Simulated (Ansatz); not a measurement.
# ZrS+ (doublet): wave-function methods side by side, def2-SVP

One table from this session's results is given with a row withheld; the runs are named, their logs left out.

Program: Ansatz 0.2.0, Gaussian basis. Level of theory: def2-SVP, core rule «outside noble gas», up to 9 orbitals frozen. These are calculated values, not measurements.

Plan: UHF; CCSD(T) on ROHF; CCSD(T) on UHF; CISD as a restricted active space (open shells left free, so some higher excitations enter); CCSDT(Q) on ROHF; CCSDT(Q) on UHF; CCSDTQ on ROHF.

8 further runs of the same task are left out: 4 for a known fault of the program, 4 set aside as unsound or not needed. Runs told in other sessions of the task aren't counted.

## The system

The geometry is a PBE0/def2-TZVP stationary point (not a proven minimum) of the parent state, kept for this charge and spin. No spin-orbit coupling is included. Elements past krypton take def2 core potentials.

2 atoms, charge 1, spin multiplicity 2.

Atoms are counted from 1 here; the program's logs count them from 0.

Bond lengths: Zr1–S2 2.143 Å.

Coordinates:

```csv
atom,x (Å),y (Å),z (Å)
Zr1,0.0000,0.0000,0.0000
S2,0.0000,0.0000,2.1434
```

The first run:

Input file in.yaml:

```yaml
crystal:
  periodic: [false, false, false]
  atoms:
    - {symbol: Zr, position_ang: [0.000000, 0.000000, 0.000000]}
    - {symbol: S, position_ang: [0.000000, 0.000000, 2.143378]}
basis:
  gaussian: {orbitals: def2-SVP}
total_charge: 1
magnetization: {spin_polarized: true, initial_magnetization: 1}
hamiltonian: {xc: hf}
output: {orbitals: {seedname: orbitals}}
```

Command:

```console
ansatz run in.yaml --threads 1 --pin off --events-out ev --progress --plain --max-ram 4096MiB --backend cpu
```

Steps of the session up to this table: UHF; CCSD(T) on ROHF; CCSD(T) on UHF; CISD as a restricted active space (open shells left free, so some higher excitations enter); CCSDT(Q) on ROHF; CCSDT(Q) on UHF; CCSDTQ on ROHF.

One of the session's tables, all rows but one given; the rest of the session is left out.

| method | from RCCSDT(Q) (kcal/mol) |
| --- | --- |
| ROHF | +136.04 |
| UHF | +133.66 |
| RMP2 | +12.63 |
| UMP2 | +13.36 |
| RCCSD | +9.98 |
| UCCSD | +8.90 |
| RCCSD(T) | +0.08 |
| UCCSD(T) | -0.54 |
| RCCSDT | -0.33 |
| UCCSDT | -1.32 |
| RCCSDT(Q) | 0 |
| UCCSDT(Q) | -1.93 |
| RCCSDTQ | ? |

**Question.** Estimate the row for RCCSDTQ.

**Answer.** from RCCSDT(Q) (kcal/mol): -0.78. In the column «from RCCSDT(Q) (kcal/mol)» it lies between UCCSDT (-1.32) and UCCSD(T) (-0.54).

Not comparable, so not listed: CISD as a restricted active space (open shells left free, so some higher excitations enter) (they don't share determinant, frozen orbitals or solution with the rows shown, or repeat one).

Caveats from the session: Restricted and unrestricted rows rest on different reference determinants; a gap between their highest levels can come from leftover correlation error, from unlike frozen cores or from another state.
